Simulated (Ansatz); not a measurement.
**CdFH6NSi2: one species, many methods**

One table from this session's results is given with a row withheld; the runs are named, their logs left out.

Computed with Ansatz 0.2.0, Gaussian basis. Level: functionals in def2-TZVPP, the program's frozen cores in correlated methods.

Levels to be run: LDA (SPW92), PBE-D4, revPBE-D4, BLYP-D4, r2SCAN-D4, B97M-V, PBE0-D4, B3LYP-D4, r2SCANh-D4, r2SCAN0-D4, HSE06-D4, BHLYP-D4, CAM-B3LYP-D4, LC-ωPBE, ωB97X-V, ωB97M-V, B2PLYP, PBE-QIDH; CCSD(T)/def2-SVP; CCSD(T)/def2-TZVPP; MP2/def2-QZVPP; extrapolation to the limit; RPA on PBE.

## The relaxed structure

An earlier PBE0-D4 in a triple-zeta def2 set relaxation fixed the geometry. Cd takes the def2 core potential; no spin-orbit term is included.

SMILES `[F][Cd][N]([SiH3])[SiH3]`, 11 atoms, charge 0, spin multiplicity 1.

Atoms are counted from 1 here; the program's logs count them from 0.

Bond lengths: F1–Cd2 1.929 Å, Cd2–N3 2.002 Å, N3–Si4 1.723 Å, N3–Si5 1.723 Å, Si4–H6 1.492 Å, Si4–H7 1.490 Å, Si4–H8 1.491 Å, Si5–H9 1.492 Å, Si5–H10 1.490 Å, Si5–H11 1.491 Å. Angles: F1–Cd2–N3 179.5°, Cd2–N3–Si4 118.0°, Cd2–N3–Si5 118.0°, Si4–N3–Si5 124.0°, N3–Si4–H6 108.6°, N3–Si4–H7 111.2°, N3–Si4–H8 112.7°, H6–Si4–H7 108.9°, H6–Si4–H8 107.8°, H7–Si4–H8 107.6°, N3–Si5–H9 108.6°, N3–Si5–H10 111.2°, N3–Si5–H11 112.7°, H9–Si5–H10 108.9°, H9–Si5–H11 107.8°, H10–Si5–H11 107.6°.

The first run:

Input file in.yaml:

```yaml
crystal:
  periodic: [false, false, false]
  atoms:
    - {symbol: F, position_ang: [-0.145270, -1.875095, 3.655740]}
    - {symbol: Cd, position_ang: [-0.073838, -0.994039, 1.941746]}
    - {symbol: N, position_ang: [0.002604, -0.062868, 0.171302]}
    - {symbol: Si, position_ang: [-1.479900, 0.471828, -0.525865]}
    - {symbol: Si, position_ang: [1.538094, 0.091365, -0.595667]}
    - {symbol: H, position_ang: [-2.560102, 0.342820, 0.494497]}
    - {symbol: H, position_ang: [-1.389681, 1.895296, -0.955157]}
    - {symbol: H, position_ang: [-1.878394, -0.333389, -1.715271]}
    - {symbol: H, position_ang: [2.597834, -0.307205, 0.375265]}
    - {symbol: H, position_ang: [1.784242, 1.495123, -1.028756]}
    - {symbol: H, position_ang: [1.669908, -0.780834, -1.797233]}
basis:
  gaussian: {orbitals: def2-TZVPP}
hamiltonian: {xc: lda}
output: {orbitals: {seedname: orbitals}}
```

Started as:

```console
ansatz run in.yaml --threads 4 --pin off --events-out ev --progress --plain --max-ram 11315MiB
```

Among the steps run: LDA; PBE-D4 (GGA); revPBE-D4 (GGA); BLYP-D4 (GGA); r2SCAN-D4 (meta-GGA); B97M-V (meta-GGA); B3LYP-D4 (hybrid); r2SCANh-D4 (hybrid); r2SCAN0-D4 (hybrid); HSE06-D4 (hybrid); BHLYP-D4 (hybrid); CAM-B3LYP-D4 (range-separated); LC-ωPBE (range-separated); ωB97X-V (range-separated); ωB97M-V (range-separated); B2PLYP (double hybrid); PBE-QIDH (double hybrid).

One table of the session follows, with a row left open; its other results are not shown here.

It belongs to the step «Frontier levels by functional». 

```
  functional  HOMO (eV)  LUMO (eV)  gap (eV)
 LDA (SPW92)          ?          ?         ?
      PBE-D4      -6.36      -2.89      3.47
   revPBE-D4      -6.30      -2.76      3.54
     BLYP-D4      -6.25      -2.83      3.42
   r2SCAN-D4      -6.63      -2.66      3.97
      B97M-V      -6.77      -2.86      3.90
     PBE0-D4      -7.62      -1.98      5.64
    B3LYP-D4      -7.42      -2.28      5.14
  r2SCANh-D4      -7.10      -2.33      4.77
  r2SCAN0-D4      -7.82      -1.85      5.97
    HSE06-D4      -7.22      -2.35      4.87
    BHLYP-D4      -8.82      -1.15      7.67
CAM-B3LYP-D4      -8.97      -1.04      7.94
     LC-ωPBE     -10.28       0.27     10.55
     ωB97X-V      -9.96       0.06     10.01
     ωB97M-V      -9.87      -0.20      9.67
```

**Question.** Estimate the row for LDA (SPW92).

**Answer.** HOMO (eV): -6.51; LUMO (eV): -3.19; gap (eV): 3.32. In the column «HOMO (eV)» it lies between r2SCAN-D4 (-6.63) and PBE-D4 (-6.36).
